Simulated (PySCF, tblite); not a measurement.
**C₅H₈B radical: geometry, infrared bands and EPR parameters**

Wanted: the infrared bands and EPR parameters of C₅H₈B radical (`[B]1C=CCCC1`), by calculation.

Computed with tblite 0.8.0 and PySCF 2.14.0, with density-fitted response routines of our own, on a single molecule in the gas phase. Atoms are numbered from 0 throughout.

### Step 1. The molecule as given

14 atoms, charge 0, multiplicity 2; geometry from: force field or distance geometry start.

Bonds of the start (Å): B0–C1 1.55, C1–C2 1.35, C2–C3 1.52, C3–C4 1.54, C4–C5 1.54, C5–B0 1.61, C1–H6 1.09, C2–H7 1.08, C3–H8 1.12, C3–H9 1.10, C4–H10 1.10, C4–H11 1.11, C5–H12 1.10, C5–H13 1.10.

### Step 2. Optimising the geometry with GFN2-xTB

The job: settings as JSON, then the geometry in Å.

```
{"job": {"kind": "relax", "xc": "GFN2-xTB", "basis": "xTB"}, "charge": 0, "multiplicity": 2}
B      0.397200     1.750900    -0.239200
C      1.604400     0.780200    -0.120500
C      1.424300    -0.550700     0.028300
C      0.040500    -1.174000    -0.053500
C     -1.064300    -0.238800     0.473700
C     -1.066300     1.092700    -0.302900
H      2.615300     1.185900    -0.087700
H      2.285500    -1.190800     0.137000
H      0.043500    -2.114100     0.564400
H     -0.174200    -1.461900    -1.095200
H     -0.919600    -0.048300     1.551200
H     -2.055200    -0.732000     0.340900
H     -1.330000     0.910500    -1.353500
H     -1.801800     1.789700     0.134900
```

Launch:

```console
OMP_NUM_THREADS=1 python probes_run.py task.json out
```

One launch serves the whole session: the jobs run in the order shown.

The program printed:

```text
step      E/eV     max force
  0    -432.12951    1.200
  1    -432.19510    0.524
  2    -432.22271    0.392
  3    -432.23791    0.481
  4    -432.25614    0.611
  5    -432.27086    0.502
  6    -432.29120    0.399
  7    -432.31859    0.456
  8    -432.32949    0.429
  9    -432.34095    0.314
 10    -432.35613    0.437
 11    -432.37501    0.563
 12    -432.39174    0.429
 13    -432.40393    0.312
 14    -432.41344    0.226
 15    -432.42147    0.311
 16    -432.42687    0.259
 17    -432.42988    0.112
 18    -432.43173    0.112
 19    -432.43333    0.136
 20    -432.43486    0.142
 21    -432.43589    0.078
 22    -432.43645    0.065
 23    -432.43689    0.068
 24    -432.43742    0.076
 25    -432.43802    0.074
 26    -432.43855    0.055
 27    -432.43895    0.046
 28    -432.43926    0.048
 29    -432.43952    0.043
 30    -432.43970    0.027
 31    -432.43981    0.026
 32    -432.43991    0.026
 33    -432.44003    0.025
 34    -432.44018    0.032
 35    -432.44032    0.029
 36    -432.44045    0.030
 37    -432.44059    0.027
 38    -432.44076    0.039
 39    -432.44096    0.044
 40    -432.44117    0.033
 41    -432.44137    0.036
 42    -432.44156    0.032
 43    -432.44172    0.028
 44    -432.44182    0.021
 45    -432.44186    0.013
 46    -432.44189    0.013
 47    -432.44190    0.010
```

Run time: 0.22 s. Hardware: 1 thread of Arm Neoverse V1, shared host.

The steps of the relaxation: (not every step is listed)

```tsv
step	energy from step 0 (eV)	largest force (eV/Å)
0	0.0000	1.2003
1	-0.0656	0.5237
2	-0.0932	0.3921
3	-0.1084	0.4810
4	-0.1266	0.6108
5	-0.1414	0.5023
6	-0.1617	0.3990
7	-0.1891	0.4555
8	-0.2000	0.4292
11	-0.2455	0.5629
14	-0.2839	0.2256
17	-0.3004	0.1124
20	-0.3054	0.1422
23	-0.3074	0.0684
26	-0.3090	0.0545
29	-0.3100	0.0428
32	-0.3104	0.0257
35	-0.3108	0.0289
38	-0.3113	0.0391
41	-0.3119	0.0364
42	-0.3120	0.0318
43	-0.3122	0.0278
44	-0.3123	0.0211
45	-0.3124	0.0135
46	-0.3124	0.0132
47	-0.3124	0.0096
```

Close pairs (by a distance rule), those that changed most:

```tsv
bond	before (Å)	after (Å)	change (Å)
B0–C1	1.554	1.467	-0.086
B0–C5	1.606	1.555	-0.051
C3–H8	1.125	1.094	-0.031
C2–C3	1.520	1.496	-0.024
C4–H11	1.115	1.092	-0.022
C1–C2	1.351	1.373	+0.022
C5–H13	1.104	1.092	-0.012
C4–H10	1.104	1.092	-0.012
```

The end geometry stands in the next job.

### Step 3. Vibrational analysis with GFN2-xTB

The job: settings as JSON, then the geometry in Å.

```
{"job": {"kind": "ir", "xc": "GFN2-xTB", "basis": "xTB"}, "charge": 0, "multiplicity": 2}
B      0.412403     1.530350    -0.509829
C      1.591891     0.829594     0.010279
C      1.410222    -0.530938     0.030217
C      0.055793    -1.160215    -0.059861
C     -1.042966    -0.228831     0.457074
C     -1.069613     1.086515    -0.350269
H      2.596683     1.204042     0.150519
H      2.255373    -1.205461     0.071022
H      0.052078    -2.090228     0.515880
H     -0.162896    -1.428391    -1.101817
H     -0.838594     0.001024     1.504878
H     -2.011119    -0.731652     0.400462
H     -1.559108     0.906514    -1.312144
H     -1.690827     1.817203     0.171423
```

The program printed:

```text
mode    cm-1     km/mol
  1     164.8      2.35
  2     250.2      0.65
  3     357.2      3.75
  4     395.9      7.27
  5     422.1     10.27
  6     611.4      4.37
  7     673.6     22.22
  8     753.3     47.27
  9     832.2     68.28
 10     871.2      3.11
 11     881.4      3.99
 12     917.5      4.92
 13     983.3      2.34
 14     996.6      8.71
 15    1075.5      6.59
 16    1106.2      0.38
 17    1140.5      8.79
 18    1177.7      0.85
 19    1218.5      1.43
 20    1230.5     26.03
 21    1286.6     11.20
 22    1307.9     23.31
 23    1331.7      1.88
 24    1340.8     10.26
 25    1440.8     33.10
 26    1460.8      8.38
 27    1475.3      2.94
 28    1487.4      1.94
 29    2888.3     41.10
 30    2937.7     29.45
 31    2955.4     31.39
 32    2961.8     86.94
 33    2975.2     37.32
 34    2982.1     63.41
 35    3035.1     20.00
 36    3057.4     92.34
```

Wall time 0.31 s (1 thread of Arm Neoverse V1, shared host).

Which atoms move in the most intense modes:

```tsv
cm⁻¹	km/mol	atoms
753	47.3	C5 23 %, H13 23 %, H12 21 %, B0 12 %
832	68.3	B0 24 %, C5 20 %, C1 18 %
1441	33.1	C2 46 %, C1 16 %
2888	41.1	H9 89 %
2962	86.9	H11 53 %, H8 26 %
2975	37.3	H13 62 %, H10 21 %, H12 11 %
2982	63.4	H10 63 %, H13 21 %
3057	92.3	H6 82 %
```

### Step 4. EPR parameters: B3LYP/pcH-1

Settings changed since step 3:

```diff
@@ -1,2 +1,2 @@
-{"job": {"kind": "ir", "xc": "GFN2-xTB", "basis": "xTB"}, "charge": 0, "multiplicity": 2}
+{"job": {"kind": "epr", "basis": "pcH-1"}, "charge": 0, "multiplicity": 2}
 B      0.412403     1.530350    -0.509829
```

Level: UKS B3LYP, pcH-1 on B C H, non-relativistic, mean-field spin-orbit, GIAO.

The program printed:

```text
UKS, coarse grid
  cycle   1  E = -220.06110529  |g| = 3.47e-01
  cycle   2  E = -220.02391894  |g| = 4.45e-01
  cycle   3  E = -220.12926722  |g| = 3.21e-02
  cycle   4  E = -220.12974163  |g| = 2.75e-02
  cycle   5  E = -220.13015038  |g| = 1.01e-02
  cycle   6  E = -220.13024303  |g| = 5.35e-03
  cycle   7  E = -220.13027399  |g| = 2.19e-03
  cycle   8  E = -220.13028703  |g| = 9.72e-04
  cycle   9  E = -220.13028964  |g| = 6.71e-04
UKS, final grid
  cycle   1  E = -220.13027732  |g| = 7.79e-04
  cycle   2  E = -220.13027705  |g| = 1.33e-03
  cycle   3  E = -220.13027804  |g| = 2.19e-04
  cycle   4  E = -220.13027812  |g| = 1.85e-04
  cycle   5  E = -220.13027827  |g| = 5.18e-05
  cycle   6  E = -220.13027828  |g| = 1.08e-05
E = -220.13027828 Eh   <S^2> = 0.7563 (exact 0.7500)
g shifts (ppm)      1          2          3
  rmc          -107       -107       -107
  gc             20         13         -7
  oz_so        -311         45        284
  total        -398        -49        169
hyperfine (MHz)  atom isotope    a_iso     a_fc   dipolar eigenvalues
    0   11B     301.55     301.55    -39.40    -38.75     78.15
    1   13C      20.99      20.99    -14.71      1.73     12.98
    2   13C      39.78      39.78    -16.08    -15.40     31.48
    3   13C      -4.33      -4.33     -0.64     -0.20      0.83
    4   13C      21.93      21.93     -4.57     -3.71      8.27
    5   13C      28.83      28.83     -3.97     -2.80      6.77
    6    1H      23.75      23.75     -4.71     -2.02      6.73
    7    1H      -1.29      -1.29     -8.03     -1.24      9.26
    8    1H       1.75       1.75     -1.85     -0.84      2.69
    9    1H      18.15      18.15     -1.93     -1.17      3.11
   10    1H      -2.79      -2.79     -2.26     -1.59      3.85
   11    1H       6.14       6.14     -3.10     -0.74      3.84
   12    1H      13.31      13.31     -4.75     -3.93      8.68
   13    1H      -0.97      -0.97     -4.68     -3.01      7.69
```

It took 43 s on 1 thread of Arm Neoverse V1, shared host; peak memory 0.84 GiB.

Principal g values 2.00192, 2.00227, 2.00249; g(iso) = 2.00223, against 2.00232 for a free electron.

Mean a(iso) over the nuclei that a row names, and the largest dipolar term of the row (other rows stand at the frozen geometry):

```tsv
nuclei	isotope	a(iso) (MHz)	a(iso) (G, at g = 2.0023)	largest dipolar term (MHz)
B0	11B	301.6	107.6	78.1
C2	13C	39.8	14.2	31.5
C5	13C	28.8	10.3	6.8
H6	1H	23.7	8.5	6.7
C4	13C	21.9	7.8	8.3
C1	13C	21.0	7.5	-14.7
H8, H9	1H	10.0	3.6	3.1
H12, H13	1H	6.2	2.2	8.7
C3	13C	-4.3	-1.5	0.8
H10, H11	1H	1.7	0.6	3.9
H7	1H	-1.3	-0.5	9.3
```

Mulliken spin populations:

B0 0.88; C1 -0.09; C2 0.19; C3 -0.01; C4 0.04; C5 -0.03; H6 0.01; H7 0.00; H8 0.00; H9 0.01; H10 0.00; H11 0.01; H12 0.00; H13 0.00

In first order the couplings over 0.8 MHz of 11B, 1H give 432 distinct lines over 344.4 G, if the averaged nuclei exchange fast; the same motion can average rows kept apart here too.

Orbitals, density, ELF and potential are computed afterwards from the orbital file.

ELF in a plane through or near 8 of the atoms.

Ten even steps from ' ' (0.00) to '@' (1.00):
```
                                                        
                          ....                          
                      ..==####**--                      
                      ::++##%%##++..                    
          --##%%++..  ::++####**==..                    
        ::@@@@@@@@%%==****--::++==::==##%%##::          
        ::@@@@@@@@@@++@@@@    **##**%%@@@@@@++          
          ::##%%%%--%%++%%++==%%%%==@@@@@@@@++          
              ..++##++++==::--**++::**%%##**::          
            ::::++####++..  ..**%%%%**==::..            
      ..++@@@@@@##::..%%**++**++--**++--                
      ::%%@@@@@@@@##**@@****@@**::**@@%%**--            
      ..**@@@@@@##====**--::####**@@@@@@@@%%..          
          ==++::    ++@@@@@@**....%%@@@@@@%%::          
                  ..%%@@@@@@%%..  --%%@@%%==            
                  ..%%@@@@@@##        ..                
                    ==%%%%##--                          
                        ..                              
                                                        
                                                        
```
The map spans 10.2 Å across and 9.3 Å up, centred on the molecule. Atoms in the plane (x, y in Å): C1 (-1.4, 1.2), C2 (-1.5, -0.2), C4 (0.9, -0.5), H6 (-2.2, 1.8), H7 (-2.5, -0.6), H8 (-0.6, -2.1), H11 (1.8, -1.2), H13 (2.1, 1.3).

On the surface of density 0.002 e/bohr³ the electrostatic potential runs, from the 1st to the 99th percentile, from -0.94 V near B0 to 0.79 V near H7.

The spin density lies nearest to B0 68 %; C2 12 %.

### Step 5. What came out

```
                                                                  quantity                 value
                                 strongest single infrared mode (GFN2-xTB)  3057 cm⁻¹, 92 km/mol
                                              zero-point energy (GFN2-xTB)         72.9 kcal/mol
                                                            g(iso) (B3LYP)               2.00223
                                                                      ⟨S²⟩    0.756 (exact 0.75)
                                        largest a(iso) (averaged by class)  11B on B0, 301.6 MHz
potential on the surface of density 0.002 e/bohr³, 1st and 99th percentile    -0.94 V and 0.79 V
```

**Reading.** Over 47 steps the energy fell by 0.312 eV; of the close pairs, B0–C1 changed most, 1.554 to 1.467 Å. No mode is imaginary among the 36: a minimum at this level. The strongest single mode, at 3057 cm⁻¹, moves mainly H6. Unscaled tight-binding wavenumbers are off by several per cent, some by more. Its intensities can rank the bands wrongly. Most of the unpaired spin sits on B0 (0.88 e). The isotropic g lies 0.1 ppt below the free-electron value.
